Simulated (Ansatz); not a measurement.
# C₃H₂F₄: one species, many methods

One table from this session's results is given with a row withheld; the runs are named, their logs left out.

Program: Ansatz 0.2.0, Gaussian basis. Level of theory: functionals in def2-TZVPP, the program's frozen cores in correlated methods. These are calculated values, not measurements.

Plan: PBE-D4, r2SCAN-D4, PBE0-D4, B3LYP-D4, ωB97X-V, ωB97M-V, B2PLYP; CCSD(T)/def2-TZVPP; MP2/def2-QZVPP; extrapolation to the limit.

### The geometry

An earlier PBE0-D4 in a triple-zeta def2 set relaxation fixed the geometry.

SMILES `F/C=C(/F)C(F)F`, 9 atoms, charge 0, spin multiplicity 1.

Atoms are counted from 1 here; the program's logs count them from 0.

Bond lengths: F1–C2 1.331 Å, C2–C3 1.323 Å, C2–H8 1.083 Å, C3–F4 1.332 Å, C3–C5 1.489 Å, C5–F6 1.355 Å, C5–F7 1.355 Å, C5–H9 1.092 Å. Angles: F1–C2–C3 121.3°, F1–C2–H8 114.7°, C3–C2–H8 124.1°, C2–C3–F4 119.4°, C2–C3–C5 125.6°, F4–C3–C5 115.0°, C3–C5–F6 110.1°, C3–C5–F7 110.1°, C3–C5–H9 111.5°, F6–C5–F7 107.1°, F6–C5–H9 109.0°, F7–C5–H9 109.0°.

Set-up of the first run:

Contents of in.yaml:

```yaml
crystal:
  periodic: [false, false, false]
  atoms:
    - {symbol: F, position_ang: [-1.320192, 1.605046, 0.318649]}
    - {symbol: C, position_ang: [-1.384694, 0.278523, 0.227832]}
    - {symbol: C, position_ang: [-0.300051, -0.448508, 0.014981]}
    - {symbol: F, position_ang: [-0.406339, -1.773159, -0.069552]}
    - {symbol: C, position_ang: [1.081816, 0.083060, -0.146133]}
    - {symbol: F, position_ang: [1.895729, -0.443938, 0.800029]}
    - {symbol: F, position_ang: [1.582321, -0.281135, -1.351231]}
    - {symbol: H, position_ang: [-2.378826, -0.134648, 0.341370]}
    - {symbol: H, position_ang: [1.104136, 1.172359, -0.066946]}
basis:
  gaussian: {orbitals: def2-TZVPP}
hamiltonian: {xc: pbe, dispersion: d4}
output: {forces: true, orbitals: {seedname: orbitals}}
```

Run with:

```bash
ansatz run in.yaml --threads 4 --pin off --events-out ev --progress --plain --max-ram 10444MiB
```

Among the steps run: PBE-D4 (GGA); r2SCAN-D4 (meta-GGA); PBE0-D4 (hybrid); B3LYP-D4 (hybrid); ωB97X-V (range-separated); ωB97M-V (range-separated); B2PLYP (double hybrid); CCSD(T) in def2-TZVPP; MP2 in def2-QZVPP.

One table of the session follows, with a row left open; its other results are not shown here.

It belongs to the step «Atomisation energies». 

| method | atomisation energy (kJ/mol) |
| --- | --- |
| PBE-D4 | 3928.4 |
| r2SCAN-D4 | 3764.4 |
| PBE0-D4 | 3773.4 |
| B3LYP-D4 | ? |
| ωB97X-V | 3745.0 |
| ωB97M-V | 3749.8 |
| B2PLYP | 3694.0 |
| HF/def2-TZVPP | 2552.2 |
| MP2/def2-TZVPP | 3777.7 |
| CCSD/def2-TZVPP | 3536.3 |
| CCSD(T)/def2-TZVPP | 3620.1 |
| MP2/CBS | 3882.5 |
| CCSD(T)/CBS | 3724.9 |

Q: Estimate the row for B3LYP-D4 from the others.

**Answer.** atomisation energy (kJ/mol): 3721.1. In the column «atomisation energy (kJ/mol)» it lies between B2PLYP (3694.0) and CCSD(T)/CBS (3724.9).
